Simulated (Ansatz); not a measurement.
**CH4BOS radical: one species, many methods**

The task here is to estimate one member of a computed series from the others.

Program: Ansatz 0.2.0, Gaussian basis. Level of theory: functionals in def2-TZVPP, the program's frozen cores in correlated methods. These are calculated values, not measurements.

Plan: PBE-D4, r2SCAN-D4, PBE0-D4, B3LYP-D4, ωB97X-V, ωB97M-V, B2PLYP; CCSD(T)/def2-TZVPP; CCSD(T)/def2-QZVPP; extrapolation to the limit.

**The geometry**

The geometry comes from an earlier relaxation with PBE0-D4 in a triple-zeta def2 set; it is a stationary point, not always the lowest conformer.

SMILES `CO[B]S`, 8 atoms, charge 0, spin multiplicity 2.

Atoms are counted from 1 here; the program's logs count them from 0.

Bond lengths: C1–O2 1.425 Å, C1–H5 1.093 Å, C1–H6 1.089 Å, C1–H7 1.093 Å, O2–B3 1.327 Å, B3–S4 1.805 Å, S4–H8 1.341 Å. Angles: O2–C1–H5 110.3°, O2–C1–H6 107.6°, O2–C1–H7 110.3°, H5–C1–H6 109.5°, H5–C1–H7 109.5°, H6–C1–H7 109.6°, C1–O2–B3 123.3°, O2–B3–S4 125.8°, B3–S4–H8 95.5°.

Coordinates:

```xyz
8
charge 0, multiplicity 2
C    -0.4819    0.7035    0.8952
O    -1.0639   -0.1874   -0.0530
B    -0.3551   -0.8619   -0.9496
S     1.4380   -0.7910   -1.1466
H     0.0395    1.5153    0.3824
H    -1.2884    1.1136    1.5006
H     0.2212    0.1676    1.5373
H     1.4906   -1.6597   -2.1664
```

The first run:

Contents of in.yaml:

```yaml
crystal:
  periodic: [false, false, false]
  atoms:
    - {symbol: C, position_ang: [-0.481876, 0.703515, 0.895215]}
    - {symbol: O, position_ang: [-1.063893, -0.187433, -0.052953]}
    - {symbol: B, position_ang: [-0.355114, -0.861850, -0.949591]}
    - {symbol: S, position_ang: [1.437999, -0.791043, -1.146619]}
    - {symbol: H, position_ang: [0.039531, 1.515260, 0.382444]}
    - {symbol: H, position_ang: [-1.288378, 1.113649, 1.500608]}
    - {symbol: H, position_ang: [0.221169, 0.167618, 1.537312]}
    - {symbol: H, position_ang: [1.490562, -1.659714, -2.166425]}
basis:
  gaussian: {orbitals: def2-TZVPP}
magnetization: {spin_polarized: true, initial_magnetization: 1}
hamiltonian: {xc: pbe, dispersion: d4}
output: {forces: true, orbitals: {seedname: orbitals}}
```

Run with:

```console
ansatz run in.yaml --threads 2 --pin off --events-out ev --progress --plain --max-ram 22528MiB --backend cpu
```

Among the steps run: PBE-D4 (GGA); r2SCAN-D4 (meta-GGA); PBE0-D4 (hybrid); B3LYP-D4 (hybrid); ωB97X-V (range-separated); ωB97M-V (range-separated); B2PLYP (double hybrid); CCSD(T) in def2-TZVPP; CCSD(T) in def2-QZVPP.

One table of the session follows, with a row left open; its other results are not shown here.

```
            method  atomisation energy (kJ/mol)
            PBE-D4                       3005.1
         r2SCAN-D4                       2958.4
           PBE0-D4                       2940.4
          B3LYP-D4                       2922.7
           ωB97X-V                            ?
           ωB97M-V                       2927.3
            B2PLYP                       2888.9
     HF/def2-TZVPP                       2130.4
    MP2/def2-TZVPP                       2895.3
   CCSD/def2-TZVPP                       2780.8
CCSD(T)/def2-TZVPP                       2829.0
           MP2/CBS                       2970.8
       CCSD(T)/CBS                       2904.6
```

**Question.** Estimate the row for ωB97X-V.

**Answer.** atomisation energy (kJ/mol): 2921.1. In the column «atomisation energy (kJ/mol)» it lies between CCSD(T)/CBS (2904.6) and B3LYP-D4 (2922.7).
